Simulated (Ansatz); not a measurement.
**C2H3FO (acetyl fluoride): PBE/aug-cc-pVDZ**

Aim: the electronic atomisation energy of C2H3FO (acetyl fluoride) at PBE/aug-cc-pVDZ, from 5 runs. 

Program for the calculation: Ansatz 0.2.0.

50 further runs of the same task are left out: 50 set aside as unsound or not needed.

## 1. Starting point

C2H3FO has 7 atoms, charge 0, and is taken as a singlet. SMILES: `CC(=O)F`. Geometry: relaxed at PBE0-D4/def2-TZVP.

Bond lengths: C1–C2 1.488 Å, C2–O3 1.179 Å, C2–F4 1.351 Å, C1–H5 1.087 Å, C1–H6 1.092 Å, C1–H7 1.092 Å. Angles: C1–C2–O3 129.2°, C1–C2–F4 110.5°, O3–C2–F4 120.2°, C2–C1–H5 109.9°, C2–C1–H6 109.4°, C2–C1–H7 109.4°, H5–C1–H6 110.4°, H5–C1–H7 110.4°, H6–C1–H7 107.3°.

## 2. The energy at PBE/aug-cc-pVDZ

Input file job.yaml:

```yaml
crystal:
  periodic: [false, false, false]
  atoms:
    - symbol: C
      position_ang: [0.485310, 0.015050, 0.443640]
    - symbol: C
      position_ang: [-0.694890, -0.034350, -0.460580]
    - symbol: O
      position_ang: [-1.835410, -0.165690, -0.191770]
    - symbol: F
      position_ang: [-0.310690, 0.097630, -1.749400]
    - symbol: H
      position_ang: [0.165320, -0.091900, 1.476660]
    - symbol: H
      position_ang: [1.180650, -0.783140, 0.176830]
    - symbol: H
      position_ang: [1.009710, 0.962410, 0.304610]
basis:
  gaussian:
    orbitals: aug-cc-pVDZ
hamiltonian:
  xc: pbe
accuracy: high
output: {orbitals: {seedname: orbitals}}
```

Started as:

```console
$ ansatz run job.yaml --threads 1 --pin off --max-ram 3480MiB --events-out events.jsonl --progress --plain --runs-dir runs
```

Log:

```text
Warning: RAYON_NUM_THREADS=1 ignored (pool sized by the plan → 1); use --threads N
Functional definition: PBE
  name "PBE"
  parameter kappa = 0.804
  parameter beta = 0.06672455060314922
  exchange = pbe_x(kappa = kappa, mu = beta*pi^2/3)
  correlation = pbe_c(beta = beta)
2380 factors; integrals over basis functions are off by at most 3.1e-9 eV
mean field evaluation 1: about -6871.5269 eV, gradient 6.6e1 eV
mean field evaluation 2: about -6851.4069 eV, gradient 1.2e2 eV
mean field evaluation 4: about -6880.6080 eV, gradient 5.5e0 eV
mean field evaluation 8: about -6880.6660 eV, gradient 2.2e-1 eV
mean field evaluation 16: about -6880.6661 eV, gradient 5.4e-6 eV
mean field -6880.66613489 eV, -252.8598165742 hartree, gradient 1.3e-8 eV, S^2 0.000000; 0 other end points of the search recorded, 0 dependent functions left out
reference -6880.66614208 eV, -252.8598168383 hartree; 16, 16 occupied and 103, 103 virtual orbitals, 2380 factors
Total energy: -6880.66614208 eV, -252.8598168383 hartree
```

Wall time 9 s (1 thread of Arm Neoverse V1, shared host); peak memory 0.34 GiB.

## 3. The C atom, same level

Input file job.yaml:

```yaml
crystal:
  periodic: [false, false, false]
  atoms:
    - symbol: C
      position_ang: [0.000000, 0.000000, 0.000000]
basis:
  gaussian: {orbitals: aug-cc-pVDZ}
magnetization: {spin_polarized: true, initial_magnetization: 2}
hamiltonian: {xc: {name: PBE}}
accuracy: high
```

Started as:

```console
$ ansatz run job.yaml --threads 1 --pin off --max-ram 3480MiB --events-out events.jsonl --progress --plain --runs-dir runs
```

Log, cut to the lines that bear on the results:

```text
Warning: RAYON_NUM_THREADS=1 ignored (pool sized by the plan → 1); use --threads N
[... 6 set-up lines as earlier in the session ...]
195 factors; integrals over basis functions are off by at most 2.5e-9 eV
mean field evaluation 1: about -1028.0592 eV, gradient 6.1e0 eV
mean field evaluation 2: about -1028.2023 eV, gradient 4.3e0 eV
mean field evaluation 4: about -1028.3490 eV, gradient 2.7e-1 eV
mean field evaluation 8: about -1028.3487 eV, gradient 3.2e-4 eV
mean field evaluation 16: about -1028.2340 eV, gradient 4.0e0 eV
mean field evaluation 32: about -1028.3487 eV, gradient 1.7e-8 eV
mean field -1028.34871946 eV, -37.7911184003 hartree, gradient 7.9e-10 eV, S^2 2.002776; 5 other end points of the search recorded, 0 dependent functions left out
reference -1028.34872301 eV, -37.7911185307 hartree; 4, 2 occupied and 19, 21 virtual orbitals, 195 factors
Total energy: -1028.34872301 eV, -37.7911185307 hartree
```

Run time: 1.1 s. Hardware: 1 thread of Arm Neoverse V1, shared host.

## 4. The F atom at the same level

Input file in.yaml:

```yaml
crystal:
  periodic: [false, false, false]
  atoms:
    - {symbol: F, position_ang: [0.000000, 0.000000, 0.000000]}
basis:
  gaussian:
    orbitals: aug-cc-pVDZ
magnetization:
  spin_polarized: true
  initial_magnetization: 1
hamiltonian:
  xc: {name: PBE}
accuracy: high
```

Run the same way, it converges to -99.63925 Eh (log not shown).

## 5. The H atom, same level

Input file in.yaml:

```yaml
crystal:
  periodic: [false, false, false]
  atoms:
    - {symbol: H, position_ang: [0.000000, 0.000000, 0.000000]}
basis:
  gaussian: {orbitals: aug-cc-pVDZ}
hamiltonian: {xc: {name: PBE}}
accuracy: high
magnetization: {spin_polarized: true, initial_magnetization: 1}
```

Run the same way, it converges to -0.49922 Eh (log not shown).

## 6. The O atom at the same level

Input file in.yaml:

```yaml
crystal:
  periodic: [false, false, false]
  atoms:
    - symbol: O
      position_ang: [0.000000, 0.000000, 0.000000]
basis:
  gaussian: {orbitals: aug-cc-pVDZ}
magnetization: {spin_polarized: true, initial_magnetization: 2}
hamiltonian: {xc: pbe}
accuracy: high
```

Run the same way, it converges to -74.99113 Eh (log not shown).

## 7. Outcome

Level: PBE/aug-cc-pVDZ.

```
                     quantity          value
       molecule: total energy  -252.85982 Eh
        molecule: HOMO energy       -7.31 eV
        molecule: LUMO energy       -1.65 eV
      molecule: HOMO–LUMO gap        5.65 eV
         C atom: total energy   -37.79112 Eh
                 C atom: ⟨S²⟩          2.003
         F atom: total energy   -99.63925 Eh
                 F atom: ⟨S²⟩          0.751
         H atom: total energy    -0.49922 Eh
                 H atom: ⟨S²⟩          0.750
         O atom: total energy   -74.99113 Eh
                 O atom: ⟨S²⟩          2.003
electronic atomisation energy      31.280 eV
```

Taking the molecule apart into free atoms costs 31.28 eV (3018 kJ/mol), before zero-point energy and without spin-orbit coupling.
